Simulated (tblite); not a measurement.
# C2H3F3S (2,2,2-trifluoroethanethiol) at GFN1-xTB

Aim: the electronic atomisation energy of C2H3F3S (2,2,2-trifluoroethanethiol) at GFN1-xTB, from 5 runs. 

Program for the calculation: tblite 0.8.0.

20 further runs of the same task are left out: 20 set aside as unsound or not needed.

## Step 1: The structure to begin with

The species is C2H3F3S (9 atoms), meant as a singlet with charge 0. As SMILES, `FC(F)(F)CS`. Geometry: optimised at GFN1-xTB. This is a higher conformer, about 12 kJ/mol above the lowest found by a separate search.

Bond lengths: F1–C2 1.335 Å, C2–F3 1.335 Å, C2–F4 1.342 Å, C2–C5 1.511 Å, C5–S6 1.817 Å, C5–H7 1.091 Å, C5–H8 1.091 Å, S6–H9 1.328 Å. Some angles: F1–C2–F3 107.7°, F1–C2–F4 107.2°, F1–C2–C5 112.2°, F3–C2–F4 107.2°, F3–C2–C5 112.2°, F4–C2–C5 110.0°, C2–C5–S6 108.0°, C2–C5–H7 108.0°, C2–C5–H8 108.0°, S6–C5–H7 111.6°.

## Step 2: The harmonic vibrations at GFN1-xTB

geom.xyz reads:

```xyz
9
start geometry
F      0.182564    -1.811902     0.578329
C      0.575554    -0.846693    -0.255670
F      1.837339    -0.534951     0.048518
F      0.582366    -1.368604    -1.492321
C     -0.336936     0.356510    -0.207530
S     -0.308278     1.014148     1.486244
H     -1.338107     0.032926    -0.496036
H      0.030998     1.087925    -0.928527
H     -1.136901     2.024542     1.249992
```

run.py reads:

```python
import json
import numpy as np
from tblite.interface import Calculator
from tblite.interface import symbols_to_numbers
from ase.data import atomic_masses

symbols = list(map(str, np.loadtxt("geom.xyz", skiprows=2, usecols=0, dtype=str, ndmin=1)))
numbers = np.array(symbols_to_numbers(symbols))
positions = np.loadtxt("geom.xyz", skiprows=2, usecols=(1, 2, 3), ndmin=2) / 0.5291772

calc = Calculator("GFN1-xTB", numbers, positions, charge=0, uhf=0)
calc.set("verbosity", 0)
calc.set("accuracy", 0.01)
sp = calc.singlepoint()
h = 0.005  # bohr
n = positions.size
H, D = np.zeros((n, n)), np.zeros((n, 3))
for a in range(n):
    g, d = [], []
    for sign in (1, -1):
        x = positions.ravel().copy()
        x[a] += sign * h
        calc.update(x.reshape(-1, 3))
        y = calc.singlepoint()
        g.append(y.get('gradient').ravel())
        d.append(y.get('dipole'))
    H[a], D[a] = (g[0] - g[1]) / (2 * h), (d[0] - d[1]) / (2 * h)
mass = np.repeat(atomic_masses[numbers], 3)
H = (H + H.T) / 2 / np.sqrt(np.outer(mass, mass))
# project out translations and rotations
com = positions - atomic_masses[numbers] @ positions / atomic_masses[numbers].sum()
T = [np.tile(v, len(numbers)) for v in np.eye(3)] + [np.cross(com, v).ravel() for v in np.eye(3)]
U, sv, _ = np.linalg.svd((np.array(T) * np.sqrt(mass)).T)
Q = U[:, (sv > 1e-3 * sv.max()).sum():]
w, V = np.linalg.eigh(Q.T @ H @ Q)
freq = np.sign(w) * np.sqrt(np.abs(w)) * 5140.487
inten = (((Q @ V).T / np.sqrt(mass)) @ D) ** 2
inten = inten.sum(axis=1) * 974.88
print(f"E = {sp.get('energy'):.8f} Eh, max gradient {np.abs(sp.get('gradient')).max():.2e} Eh/bohr")
print("mode   frequency/cm^-1   IR/(km/mol)")
for i, (v, s) in enumerate(zip(freq, inten), 1):
    print(f"{i:4d} {v:14.2f} {s:14.3f}")
zpe = freq[freq > 0].sum() / 2 / 219474.63
print(f"imaginary modes: {(freq < -10).sum()}, zero-point energy {zpe:.6f} Eh = {zpe * 2625.4996:.4f} kJ/mol")
out = {k: np.asarray(sp.get(k)).tolist() for k in ("energy", "gradient", "charges", "dipole", "orbital-energies", "orbital-occupations")}
out.update(symbols=symbols, positions=(positions * 0.529177210903).tolist(), frequencies=freq.tolist(), intensities=inten.tolist(), zpe=zpe)
json.dump(out, open("results.json", "w"))
```

On the command line:

```console
$ python run.py
```

Standard output:

```text
E = -24.97941987 Eh, max gradient 2.73e-05 Eh/bohr
mode   frequency/cm^-1   IR/(km/mol)
   1          58.06          8.629
   2         124.03         28.133
   3         146.17          0.203
   4         316.90          0.021
   5         327.41          2.836
   6         484.64          9.447
   7         492.33         11.647
   8         569.34         38.334
   9         776.00          7.228
  10         852.86          8.176
  11         867.34          1.870
  12         937.91         19.376
  13        1030.77        139.709
  14        1082.30        277.888
  15        1191.13        238.610
  16        1192.77        127.187
  17        1256.13        181.327
  18        1415.93         19.817
  19        2637.27        174.634
  20        3033.53          4.458
  21        3062.83          2.738
imaginary modes: 0, zero-point energy 0.049791 Eh = 130.7258 kJ/mol
```

Wall time 0.49 s (1 thread of Intel Xeon at 2.70GHz, shared host).

## Step 3: The C atom: a single-point energy at GFN1-xTB

script.py reads:

```python
import json
import numpy as np
from ase import Atom, Atoms
from tblite.ase import TBLite
from ase.units import kJ, mol as mol_
from ase.units import Debye

system = Atoms([
    Atom("C", (0.000000, 0.000000, 0.000000)),
])
start = system.get_positions()

system.calc = TBLite(
    method="GFN1-xTB",
    charge=0,
    multiplicity=3,
    accuracy=0.1,
    spin_polarization=1.0,
    verbosity=0,
)
print(f"Energy: {system.get_potential_energy() / (kJ / mol_):.6f} kJ/mol")
print(f"Dipole: {np.linalg.norm(system.get_dipole_moment()) / Debye:.4f} D")
for a, q in zip(system, system.get_charges()):
    print(f"{a.symbol}{a.index + 1} {q:+.4f}")
json.dump(dict(energy=system.get_potential_energy(), forces=system.get_forces().tolist(), dipole=system.get_dipole_moment().tolist(), charges=system.get_charges().tolist(),
               symbols=system.get_chemical_symbols(), start=start.tolist(), final=system.positions.tolist()), open("results.json", "w"))
```

On the command line:

```console
$ python script.py
```

Standard output:

```text
Energy: -4685.655190 kJ/mol
Dipole: 0.0000 D
C1 -0.0000
```

Run time: 0.19 s. Hardware: 1 thread of Intel Xeon at 2.70GHz, shared host.

## Step 4: The F atom: the energy at GFN1-xTB

input.xyz reads:

```xyz
1

F      0.000000     0.000000     0.000000
```

calc.py reads:

```python
"""GFN1-xTB single point with ASE"""
import json
import numpy as np
from ase.io import read
from tblite.ase import TBLite
from ase.units import kJ, mol as mol_
from ase.units import Debye

molecule = read("input.xyz")
start = molecule.get_positions()

molecule.calc = TBLite(
    method="GFN1-xTB",
    multiplicity=2,
    accuracy=0.1,
    spin_polarization=1.0,
    verbosity=0,
)
print(f"Energy: {molecule.get_potential_energy() / (kJ / mol_):.6f} kJ/mol")
print(f"Dipole: {np.linalg.norm(molecule.get_dipole_moment()) / Debye:.4f} D")
for a, q in zip(molecule, molecule.get_charges()):
    print(f"{a.symbol}{a.index + 1} {q:+.4f}")
json.dump(dict(energy=molecule.get_potential_energy(), forces=molecule.get_forces().tolist(), dipole=molecule.get_dipole_moment().tolist(), charges=molecule.get_charges().tolist(),
               symbols=molecule.get_chemical_symbols(), start=start.tolist(), final=molecule.positions.tolist()), open("results.json", "w"))
```

Run the same way, it converges to -5.01191 Eh (log not shown).

## Step 5: The H atom: a single-point energy at GFN1-xTB

start.xyz reads:

```xyz
1
start geometry
H      0.000000     0.000000     0.000000
```

xtb_job.py reads:

```python
import json
import numpy as np
from tblite.interface import Calculator
from tblite.interface import symbols_to_numbers

symbols = list(map(str, np.loadtxt("start.xyz", skiprows=2, usecols=0, dtype=str, ndmin=1)))
numbers = np.array(symbols_to_numbers(symbols))
positions = np.loadtxt("start.xyz", skiprows=2, usecols=(1, 2, 3), ndmin=2) / 0.5291772

xtb = Calculator("GFN1-xTB", numbers, positions, charge=0, uhf=1)
xtb.set("accuracy", 0.1)
xtb.add("spin-polarization", 1.0)
res = xtb.singlepoint()

print(f"Energy: {res.get('energy') * 2625.4996:.8f} kJ/mol")
eps = np.atleast_2d(res.get("orbital-energies")) * 27.211386
occ = np.atleast_2d(res.get("orbital-occupations"))
filled = occ.sum(axis=0) if eps.shape[0] == 1 else occ[0]
homo = np.nonzero(filled > 0.5)[0].max()
print("  MO   occupation   energy/eV")
for i in range(max(0, homo - 4), min(eps.shape[1], homo + 5)):
    print(f"{i + 1:4d} {filled[i]:10.4f} {eps[0, i]:12.4f}")
mu = res.get("dipole") * 2.541746
print(f"Dipole moment: {np.linalg.norm(mu):.4f} D, components " + " ".join(f"{c:.4f}" for c in mu))
q = res.get("charges")
print("Charges:", " ".join(f"{s}{i + 1}={c:+.4f}" for i, (s, c) in enumerate(zip(symbols, q))))
out = {k: np.asarray(res.get(k)).tolist() for k in ("energy", "gradient", "charges", "dipole", "orbital-energies", "orbital-occupations")}
out.update(symbols=symbols, positions=(positions * 0.529177210903).tolist())
json.dump(out, open("results.json", "w"))
```

Run the same way, it converges to -0.43724 Eh (log not shown).

## Step 6: The S atom: a single-point energy at GFN1-xTB

job.py reads:

```python
"""GFN1-xTB single point with ASE"""
import json
import numpy as np
from ase import Atoms
from ase.units import Bohr
from tblite.ase import TBLite
from ase.units import kcal, mol as mol_
from ase.units import Debye

atoms = Atoms(["S"], positions=Bohr * np.array([
    [0.000000, 0.000000, 0.000000],
]))
start = atoms.get_positions()

atoms.calc = TBLite(
    method="GFN1-xTB",
    multiplicity=3,
    accuracy=0.1,
    spin_polarization=1.0,
)
print(f"Energy: {atoms.get_potential_energy() / (kcal / mol_):.6f} kcal/mol")
print(f"Dipole: {np.linalg.norm(atoms.get_dipole_moment()) / Debye:.4f} D")
for a, q in zip(atoms, atoms.get_charges()):
    print(f"{a.symbol}{a.index + 1} {q:+.4f}")
json.dump(dict(energy=atoms.get_potential_energy(), forces=atoms.get_forces().tolist(), dipole=atoms.get_dipole_moment().tolist(), charges=atoms.get_charges().tolist(),
               symbols=atoms.get_chemical_symbols(), start=start.tolist(), final=atoms.positions.tolist()), open("results.json", "w"))
```

Run the same way, it converges to -3.56511 Eh (log not shown).

## Step 7: Outcome

At GFN1-xTB:

| quantity | value |
| --- | --- |
| molecule: total energy | -24.97942 Eh |
| molecule: dipole moment | 3.67 D |
| molecule: HOMO energy | -11.66 eV |
| molecule: LUMO energy | -5.85 eV |
| molecule: HOMO–LUMO gap | 5.81 eV |
| molecule: largest force on an atom | 0.001 eV/Å |
| molecule: lowest harmonic wavenumber | 58 cm⁻¹ |
| molecule: highest harmonic wavenumber | 3063 cm⁻¹ |
| molecule: zero-point energy | 130.7 kJ/mol |
| C atom: total energy | -1.78467 Eh |
| C atom: dipole moment | 0.00 D |
| C atom: largest force on an atom | 0.000 eV/Å |
| F atom: total energy | -5.01191 Eh |
| F atom: dipole moment | 0.00 D |
| F atom: largest force on an atom | 0.000 eV/Å |
| H atom: total energy | -0.43724 Eh |
| H atom: dipole moment | 0.00 D |
| H atom: HOMO energy (as the program lists it) | -12.87 eV |
| H atom: largest force on an atom | 0.000 eV/Å |
| S atom: total energy | -3.56511 Eh |
| S atom: dipole moment | 0.00 D |
| S atom: largest force on an atom | 0.000 eV/Å |
| electronic atomisation energy | 40.750 eV |

**Reading.** Taking the molecule apart into free atoms costs 40.75 eV (3932 kJ/mol), before zero-point energy and without spin-orbit coupling. Tight-binding and semi-empirical models aren't fitted to free atoms, so this value can be far from the true one. All 21 modes (molecule) are real, so the shape is a minimum at this level. Mulliken charges (molecule) run from -0.25 on F4 to +0.65 on C2.
